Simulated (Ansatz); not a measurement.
# Ir (fcc type): the cost of one run

Method: DFT, PBEsol, all-electron LAPW, scalar-relativistic, in Ansatz 0.2.0.

1 further run of the same task is left out (it didn't finish).

## 1. The starting structure

Symmetry: Fm-3m, No. 225, cubic system. The conventional cell has a = 3.831 Å, b = 3.831 Å, c = 3.831 Å, α = 90.00°, β = 90.00°, γ = 90.00°. Ir (site symmetry m-3m) is surrounded by 12 Ir at 2.71 Å.

Structure file:

```
CELL_PARAMETERS angstrom
1.91547 1.91547 0.00000
-1.91547 1.91547 0.00000
0.00000 0.00000 3.83095
ATOMIC_POSITIONS crystal
Ir 0.00000 0.00000 0.00000
Ir 0.50000 0.50000 0.50000
```

Atoms are numbered in the order of the input: Ir1, Ir2.

## 2. Bulk in the slab's orientation, LAPW

The input, input.yaml:

```yaml
crystal:
  lattice:
    - [1.9154736248, 1.9154736248, 0.0]
    - [-1.9154736248, 1.9154736248, 0.0]
    - [0.0, 0.0, 3.8309472495]
  atoms:
    - { symbol: Ir, position: [0.0, 0.0, 0.0] }
    - { symbol: Ir, position: [0.5, 0.5, 0.5] }
kpoints:
  mp_grid: { grid: [13, 13, 10] }
scf:
  occupations: { method: fermi_dirac, width: 0.05 }
hamiltonian:
  xc: pbesol
  pseudopotentials: { kind: all_electron, lapw: { basis_error: 0.001 } }
output:
  forces: true
  stress: true
  eigenvalues: true
```

The run is started by

```console
ansatz run input.yaml --threads 2 --pin off --max-ram 4096MiB --backend cpu --events-out ev --progress --plain --runs-dir out
```

Q: Estimate wall time and peak memory on 2 threads of Arm Neoverse V2, shared host.

About 41 s, with a peak of 0.75 GiB.
